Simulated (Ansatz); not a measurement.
What does this script print? It uses the Ansatz DFT code, driven from Python.

`cl2fgeh3si_bde.py`
```python
"""X-H bond energies of Cl2FGeH3Si without relaxation."""

import ansatz as az

BASIS = "def2-SVP"
FUNCTIONAL = "r2scan0"


def total_energy(molecule, charge=0, unpaired=0):
    calc = (
        molecule.calculation()
        .basis(gaussian=BASIS)
        .functional(FUNCTIONAL)
    )
    if charge:
        calc = calc.charge(charge)
    if unpaired:
        calc = calc.spin("collinear", total=unpaired)
    report = calc.run(threads=1).report
    if report["published_state_doubts"]:
        print("  doubts:", report["published_state_doubts"])
    return report["free_energy_ev"]

def without(molecule, index):
    rest = az.Crystal.molecule()
    for i, site in enumerate(molecule.cartesian_sites):
        if i != index:
            rest = rest.atom(site.symbol, site.position_ang)
    return rest

geometry_ang = [
    ("F", [-1.3814, -0.8734, -1.64]),
    ("Si", [-1.1337, 0.1119, -0.2876]),
    ("Cl", [-1.3608, 2.1412, -0.7939]),
    ("Ge", [1.0945, -0.2726, 0.4621]),
    ("Cl", [2.4333, 0.2385, -1.1066]),
    ("H", [-2.0915, -0.215, 0.7695]),
    ("H", [1.2014, -1.7826, 0.8219]),
    ("H", [1.3303, 0.595, 1.7189]),
]
cl2fgeh3si = az.Crystal.molecule()
for symbol, xyz in geometry_ang:
    cl2fgeh3si = cl2fgeh3si.atom(symbol, xyz)

whole = total_energy(cl2fgeh3si, 0)
hydrogen = total_energy(az.Crystal.molecule().atom("H", (0, 0, 0)), 0, 1)
print(f"E(molecule) = {whole:.5f} eV, E(H) = {hydrogen:.5f} eV")
for index in [5, 7]:
    radical = total_energy(without(cl2fgeh3si, index), 0, 1)
    print(f"H{index}: homolysis {96.485332 * (radical + hydrogen - whole):.1f} kJ/mol")
```

```console
$ python cl2fgeh3si_bde.py
E(molecule) = -92186.54394 eV, E(H) = -13.58464 eV
H5: homolysis 371.9 kJ/mol
H7: homolysis 344.5 kJ/mol
```

Reading the output:
- Total energies depend on the basis set; only differences at equal settings carry meaning.
- The geometry is a force-field or estimated start, not a minimum of this method, and the basis set is short of its limit. All parts are taken at fixed geometry, without zero-point energy.
- Wall time of the script: 62 s on 1 thread of Arm Neoverse V1, on a shared host, peak memory 0.51 GiB.
